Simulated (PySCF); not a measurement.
# C₃H₈BFS: electronic excitations and core binding energies

Wanted: the electronic excitations and core binding energies of C₃H₈BFS (`FC[S@@+]1[BH2-]CC1`), by calculation.

Programs: PySCF 2.14.0, with density-fitted response routines of our own. Each step states its level of theory. These are calculated values for one molecule in the gas phase, unless marked as measured. Atoms are numbered from 0 throughout.

**1. The molecule as given**

14 atoms, charge 0, multiplicity 1; geometry from: GFN2-xTB.

Bonds of the start (Å): F0–C1 1.36, C1–S2 1.83, S2–B3 2.08, B3–C4 1.63, C4–C5 1.52, C5–S2 1.84, C1–H6 1.09, C1–H7 1.09, B3–H8 1.18, B3–H9 1.18, C4–H10 1.09, C4–H11 1.09, C5–H12 1.09, C5–H13 1.09.

**2. Ultraviolet spectrum: CAM-B3LYP/def2-SVPD**

Job settings and geometry (Å):

```
{"job": {"kind": "uv", "xc": "CAM-B3LYP", "basis": "def2-SVPD", "nstates": 8, "ntriplets": 3}, "charge": 0, "multiplicity": 1}
F      2.579726     1.067288     0.292038
C      1.840692    -0.047504     0.536408
S      0.767606    -0.429121    -0.893011
B     -0.828031    -1.250237     0.159514
C     -1.360932     0.269969     0.392522
C     -0.481165     0.901266    -0.675889
H      1.232662     0.134954     1.423845
H      2.524421    -0.887225     0.677537
H     -0.355948    -1.845534     1.062195
H     -1.401676    -1.884447    -0.649856
H     -2.417655     0.451835     0.204163
H     -1.139337     0.686623     1.376159
H      0.020126     1.837817    -0.433922
H     -0.981167     0.993845    -1.638235
```

Level: TDDFT CAM-B3LYP/def2-SVPD, vertical, gas phase, core orbitals frozen in the response.

The run is started by

```console
OMP_NUM_THREADS=1 python probes_run.py task.json out
```

This one command runs all jobs of the session in turn.

Output:

```text
coarse grid: 12016 points
cycle   1  E = -641.4370606108  dE =  7.301e-01  |g| = 5.470e-01  |ddm| = 5.261e+00
cycle   2  E = -641.4325964807  dE =  4.464e-03  |g| = 6.374e-01  |ddm| = 1.510e+00
cycle   3  E = -641.5069909640  dE = -7.439e-02  |g| = 6.125e-02  |ddm| = 6.579e-01
cycle   4  E = -641.5075952229  dE = -6.043e-04  |g| = 3.069e-02  |ddm| = 1.251e-01
cycle   5  E = -641.5078129315  dE = -2.177e-04  |g| = 5.151e-03  |ddm| = 5.188e-02
cycle   6  E = -641.5078207387  dE = -7.807e-06  |g| = 1.228e-03  |ddm| = 1.406e-02
final grid: 111160 points
cycle   7  E = -641.5868725645  dE = -3.673e-05  |g| = 4.796e-03  |ddm| = 8.013e-02
cycle   8  E = -641.5868718717  dE =  6.928e-07  |g| = 5.454e-03  |ddm| = 1.520e-02
cycle   9  E = -641.5868776359  dE = -5.764e-06  |g| = 4.322e-04  |ddm| = 5.465e-03
cycle  10  E = -641.5868776705  dE = -3.464e-08  |g| = 1.833e-04  |ddm| = 9.092e-04
cycle  11  E = -641.5868776780  dE = -7.463e-09  |g| = 4.859e-05  |ddm| = 4.117e-04
cycle  12  E = -641.5868776786  dE = -6.459e-10  |g| = 1.265e-05  |ddm| = 1.124e-04
converged SCF energy = -641.5868776786

Static polarisability (au): isotropic 71.482, principal 64.709 69.162 80.576

Singlet excitations
state   eV       nm        f      main configurations
  1   6.4704    191.6   0.00851   H-1->L 0.75
  2   6.7012    185.0   0.00323   H->L 0.83
  3   7.1328    173.8   0.02515   H-2->L 0.19, H->L+1 0.17, H-1->L+1 0.17
  4   7.2372    171.3   0.00852   H->L+1 0.31, H-2->L 0.12, H->L+2 0.10
  5   7.3888    167.8   0.06190   H-2->L 0.46, H-1->L+2 0.15, H-1->L+1 0.13
  6   7.6620    161.8   0.08623   H-1->L+2 0.43, H-1->L+1 0.33
  7   7.6738    161.6   0.00304   H->L+2 0.57, H->L+1 0.14, H->L+6 0.09
  8   7.8224    158.5   0.00058   H->L+3 0.67, H->L+1 0.11

Triplet excitations (Tamm-Dancoff, eV): 5.8626 6.1118 6.3203
```

It took 60 s on 1 thread of Arm Neoverse N1, shared host; peak memory 0.87 GiB.

Frontier orbitals and where they lie:

| orbital | eV | atoms |
| --- | --- | --- |
| HOMO−3 | -11.39 | S2 32 %, F0 16 %, C1 11 % |
| HOMO−2 | -9.91 | B3 30 %, H9 19 %, C4 13 % |
| HOMO−1 | -9.50 | S2 48 %, B3 14 %, C4 12 % |
| HOMO | -9.38 | B3 27 %, C4 26 %, C5 12 % |
| LUMO | 0.67 | S2 51 %, C5 14 %, B3 9 % |
| LUMO+1 | 0.97 | S2 36 %, C1 16 %, H7 9 % |
| LUMO+2 | 1.14 | S2 59 %, B3 12 %, C1 7 % |

With each of the 8 states as a Gaussian band of 0.4 eV half-width at 1/e, the curve within the window shown has maxima at 166 nm (ε 6,100) L/(mol cm). Beyond the last state computed it falls off for lack of states. The curve at chosen wavelengths:

nm, ε (L/mol/cm) and a bar:
```
      153       1068 #####
      155       1891 #########
      158       3495 #################
      160       4574 #######################
      162       5436 ###########################
      165       6049 ##############################
      167       5965 ##############################
      169       5553 ############################
      172       4544 ######################
      174       3764 ###################
      176       3006 ###############
      179       2037 ##########
      181       1547 ########
      183       1184 ######
      185        932 ####
      188        699 ###
      190        602 ###
      192        525 ##
      195        423 ##
      197        357 ##
      199        292 #
      202        203 #
      204        152 #
      206        110 
      209         64 
      211         43
```

Ground-state properties from the same run:

| property | computed |
| --- | --- |
| dipole moment (D) | 1.40 |
| polarisability (Å³) | 10.59 |
| HOMO–LUMO gap (eV) | 10.05 |
| −ε(HOMO) (eV) | 9.38 |

**3. Core-electron binding energies: SCAN, X2C**

The job, as its differences from that of step 2:

```diff
@@ -1,2 +1,2 @@
-{"job": {"kind": "uv", "xc": "CAM-B3LYP", "basis": "def2-SVPD", "nstates": 8, "ntriplets": 3}, "charge": 0, "multiplicity": 1}
+{"job": {"kind": "xps"}, "charge": 0, "multiplicity": 1}
 F      2.579726     1.067288     0.292038
```

Method: delta-SCF UKS SCAN, pcX-2 on the ionised atom, pcseg-1 elsewhere, spin-free X2C.

Output:

```text
ground state, core basis on atom 0 (F), 159 functions
  cycle   1  E = -642.90842321  |g| = 6.67e-01
  cycle   2  E = -642.75194150  |g| = 1.13e+00
  cycle   3  E = -643.00204520  |g| = 1.13e-01
  cycle   4  E = -643.00451347  |g| = 5.07e-02
  cycle   5  E = -643.00510396  |g| = 1.23e-02
  cycle   6  E = -643.00514298  |g| = 4.81e-03
  cycle   7  E = -643.00514682  |g| = 1.72e-03
  cycle   8  E = -643.00514839  |g| = 4.51e-04
  E(ground) = -643.02554639 Eh
hole in F 1s of atom 0
  cycle   1  E = -616.63127454  |g| = 2.58e+00
  cycle   2  E = -614.93151615  |g| = 2.61e+00
  cycle   3  E = -616.67845150  |g| = 1.15e+00
  cycle   4  E = -617.46376936  |g| = 3.66e-01
  cycle   5  E = -617.51596519  |g| = 1.34e-01
  cycle   6  E = -617.52359489  |g| = 6.61e-02
  cycle   7  E = -617.52595206  |g| = 7.48e-03
  cycle   8  E = -617.52597653  |g| = 4.21e-03
  cycle   9  E = -617.52598663  |g| = 1.35e-03
  cycle  10  E = -617.52598712  |g| = 3.66e-04
  E(ion) = -617.55295063 Eh   <S^2> = 0.7573   hole on atom = 1.000   binding energy = 693.145 eV
ground state, core basis on atom 1 (C), 159 functions
  cycle   1  E = -642.96347393  |g| = 8.97e-02
  cycle   2  E = -642.96187649  |g| = 1.22e-01
  cycle   3  E = -642.96416286  |g| = 2.06e-02
  cycle   4  E = -642.96423034  |g| = 5.31e-03
  cycle   5  E = -642.96423677  |g| = 1.10e-03
  cycle   6  E = -642.96423488  |g| = 2.28e-04
  E(ground) = -642.98238552 Eh
hole in C 1s of atom 1
  cycle   1  E = -631.58928365  |g| = 1.50e+00
  cycle   2  E = -627.03202333  |g| = 3.02e+00
  cycle   3  E = -631.60515452  |g| = 1.01e+00
  cycle   4  E = -632.06429400  |g| = 4.91e-01
  cycle   5  E = -632.14340141  |g| = 1.84e-01
  cycle   6  E = -632.15465529  |g| = 6.75e-02
  cycle   7  E = -632.15674462  |g| = 1.60e-02
  cycle   8  E = -632.15686931  |g| = 9.32e-03
  cycle   9  E = -632.15692748  |g| = 2.88e-03
  cycle  10  E = -632.15693427  |g| = 1.73e-03
  cycle  11  E = -632.15693746  |g| = 9.83e-04
  cycle  12  E = -632.15693887  |g| = 4.05e-04
  E(ion) = -632.17680645 Eh   <S^2> = 0.7791   hole on atom = 1.000   binding energy = 294.035 eV
ground state, core basis on atom 2 (S), 170 functions
  cycle   1  E = -643.11114385  |g| = 4.05e-01
  cycle   2  E = -643.11089287  |g| = 4.93e-02
  cycle   3  E = -643.10984803  |g| = 7.94e-02
  cycle   4  E = -643.11152022  |g| = 6.19e-03
  cycle   5  E = -643.11152376  |g| = 3.51e-03
  cycle   6  E = -643.11152709  |g| = 4.51e-04
  E(ground) = -643.11593066 Eh
hole in S 1s of atom 2
  cycle   1  E = -550.82636952  |g| = 5.08e+00
  cycle   2  E = -550.01789485  |g| = 2.64e+00
  cycle   3  E = -550.01733109  |g| = 1.78e+00
  cycle   4  E = -551.99199386  |g| = 3.44e-01
  cycle   5  E = -552.02153045  |g| = 2.46e-01
  cycle   6  E = -552.04848432  |g| = 4.93e-02
  cycle   7  E = -552.04918087  |g| = 2.72e-02
  cycle   8  E = -552.04952323  |g| = 7.19e-03
  cycle   9  E = -552.04953891  |g| = 3.71e-03
  cycle  10  E = -552.04954402  |g| = 7.80e-04
  cycle  11  E = -552.04954523  |g| = 1.90e-04
  E(ion) = -552.04587994 Eh   <S^2> = 0.7517   hole on atom = 1.000   binding energy = 2478.142 eV
hole in S 2p of atom 2
  cycle   1  E = -636.38610965  |g| = 1.54e+00
  cycle   2  E = -635.57808870  |g| = 1.75e+00
  cycle   3  E = -636.65123477  |g| = 5.68e-01
  cycle   4  E = -636.81888547  |g| = 2.03e-01
  cycle   5  E = -636.82811819  |g| = 1.24e-01
  cycle   6  E = -636.83419456  |g| = 2.66e-02
  cycle   7  E = -636.83444287  |g| = 1.23e-02
  cycle   8  E = -636.83451533  |g| = 2.01e-03
  cycle   9  E = -636.83451642  |g| = 1.63e-03
  cycle  10  E = -636.83451932  |g| = 4.66e-04
  E(ion) = -636.84615824 Eh   <S^2> = 0.7536   hole on atom = 1.001   binding energy = 170.609 eV
  2p3/2 = 170.337 eV   2p1/2 = 171.579 eV
ground state, core basis on atom 3 (B), 159 functions
  cycle   1  E = -642.95244632  |g| = 5.64e-02
  cycle   2  E = -642.95201552  |g| = 5.21e-02
  cycle   3  E = -642.95269601  |g| = 1.92e-02
  cycle   4  E = -642.95279725  |g| = 4.91e-03
  cycle   5  E = -642.95280375  |g| = 8.62e-04
  cycle   6  E = -642.95280198  |g| = 2.85e-04
  E(ground) = -642.97246577 Eh
hole in B 1s of atom 3
  cycle   1  E = -635.38692165  |g| = 1.17e+00
  cycle   2  E = -634.36357527  |g| = 1.71e+00
  cycle   3  E = -635.71315468  |g| = 4.03e-01
  cycle   4  E = -635.78031171  |g| = 2.35e-01
  cycle   5  E = -635.81045121  |g| = 5.78e-02
  cycle   6  E = -635.81210249  |g| = 2.21e-02
  cycle   7  E = -635.81238194  |g| = 9.73e-03
  cycle   8  E = -635.81244357  |g| = 4.97e-03
  cycle   9  E = -635.81246372  |g| = 3.00e-03
  cycle  10  E = -635.81247213  |g| = 1.64e-03
  cycle  11  E = -635.81247419  |g| = 5.01e-04
  cycle  12  E = -635.81247497  |g| = 2.22e-04
  E(ion) = -635.83326095 Eh   <S^2> = 0.7883   hole on atom = 1.000   binding energy = 194.268 eV
ground state, core basis on atom 4 (C), 159 functions
  cycle   1  E = -642.95985867  |g| = 5.77e-02
  cycle   2  E = -642.95979849  |g| = 2.25e-02
  cycle   3  E = -642.95979081  |g| = 2.32e-02
  cycle   4  E = -642.95993653  |g| = 1.99e-03
  cycle   5  E = -642.95994132  |g| = 5.38e-04
  cycle   6  E = -642.95993847  |g| = 9.67e-05
  E(ground) = -642.97842801 Eh
hole in C 1s of atom 4
  cycle   1  E = -631.73891698  |g| = 1.51e+00
  cycle   2  E = -631.05399458  |g| = 1.83e+00
  cycle   3  E = -632.25568740  |g| = 3.44e-01
  cycle   4  E = -632.29285185  |g| = 1.59e-01
  cycle   5  E = -632.30667545  |g| = 5.57e-02
  cycle   6  E = -632.30823610  |g| = 1.12e-02
  cycle   7  E = -632.30827424  |g| = 7.99e-03
  cycle   8  E = -632.30830797  |g| = 1.99e-03
  cycle   9  E = -632.30831026  |g| = 1.29e-03
  cycle  10  E = -632.30831114  |g| = 5.94e-04
  cycle  11  E = -632.30831135  |g| = 1.51e-04
  E(ion) = -632.32589662 Eh   <S^2> = 0.7673   hole on atom = 1.000   binding energy = 289.870 eV
ground state, core basis on atom 5 (C), 159 functions
  cycle   1  E = -642.96149430  |g| = 5.93e-02
  cycle   2  E = -642.96141884  |g| = 2.78e-02
  cycle   3  E = -642.96147957  |g| = 2.31e-02
  cycle   4  E = -642.96160838  |g| = 3.59e-03
  cycle   5  E = -642.96161256  |g| = 6.87e-04
  cycle   6  E = -642.96161318  |g| = 1.12e-04
  E(ground) = -642.97975477 Eh
hole in C 1s of atom 5
  cycle   1  E = -631.66439923  |g| = 1.51e+00
  cycle   2  E = -630.50671229  |g| = 2.09e+00
  cycle   3  E = -632.15511761  |g| = 4.28e-01
  cycle   4  E = -632.22227024  |g| = 1.93e-01
  cycle   5  E = -632.24018975  |g| = 6.72e-02
  cycle   6  E = -632.24232935  |g| = 1.61e-02
  cycle   7  E = -632.24247654  |g| = 7.14e-03
  cycle   8  E = -632.24251207  |g| = 4.09e-03
  cycle   9  E = -632.24252677  |g| = 2.13e-03
  cycle  10  E = -632.24253308  |g| = 1.10e-03
  cycle  11  E = -632.24253330  |g| = 4.12e-04
  E(ion) = -632.26161308 Eh   <S^2> = 0.7817   hole on atom = 1.000   binding energy = 291.655 eV
```

Wall time 2.8 min (1 thread of Arm Neoverse N1, shared host); peak memory 0.63 GiB.

The holes in one table. −ε is the ground-state orbital energy:

| hole | stands for | environment | ΔSCF (eV; 2p as the shell's mean) | −ε (eV) | ⟨S²⟩ |
| --- | --- | --- | --- | --- | --- |
| F1s on F0 | F0 | fluorine on an sp3 carbon | 693.14 | 667.3 | 0.757 |
| C1s on C1 | C1 | sp3 CH2 bonded to F and S | 294.03 | 277.2 | 0.779 |
| S1s on S2 | S2 | sulfur bonded to 2 C, B, in a 4-membered ring | 2478.14 | 2416.2 | 0.752 |
| S2p on S2 | S2 | sulfur bonded to 2 C, B, in a 4-membered ring | 170.75 | 159.3 | 0.754 |
| B1s on B3 | B3 | boron bonded to C, S, 2 H, in a 4-membered ring | 194.27 | 179.0 | 0.788 |
| C1s on C4 | C4 | sp3 CH2 bonded to B | 289.87 | 273.0 | 0.767 |
| C1s on C5 | C5 | sp3 CH2 bonded to S | 291.66 | 275.1 | 0.782 |

With the spin-orbit splitting: S2 2p3/2 170.34, 2p1/2 171.58 eV. The table gives each 2p level as the mean over the whole 2p shell (two parts 2p3/2, one part 2p1/2), which differs a little from the single hole in the log.

**4. Outcome**

```
                                quantity                               value
    lowest singlet (CAM-B3LYP/def2-SVPD)         6.47 eV (192 nm), f = 0.009
brightest single state of those computed         state 6, 7.66 eV, f = 0.086
                          lowest triplet                             5.86 eV
        C1s binding energies, SCAN/pcX-2  C1 294.03, C5 291.66, C4 289.87 eV
        F1s binding energies, SCAN/pcX-2                        F0 693.14 eV
        S1s binding energies, SCAN/pcX-2                       S2 2478.14 eV
        S2p binding energies, SCAN/pcX-2                        S2 170.75 eV
        B1s binding energies, SCAN/pcX-2                        B3 194.27 eV
```

The lowest singlet, at 6.47 eV, is HOMO−1→LUMO 0.75 and is weak; of the 8 states computed, the strongest absorption comes from state 6 at 7.66 eV. The lowest triplet lies 0.61 eV below the lowest singlet (triplets in Tamm-Dancoff, singlets in full TDDFT). The C1s levels kept as sound span 4.16 eV, from C4 (sp3 CH2 bonded to B) up to C1 (sp3 CH2 bonded to F and S).
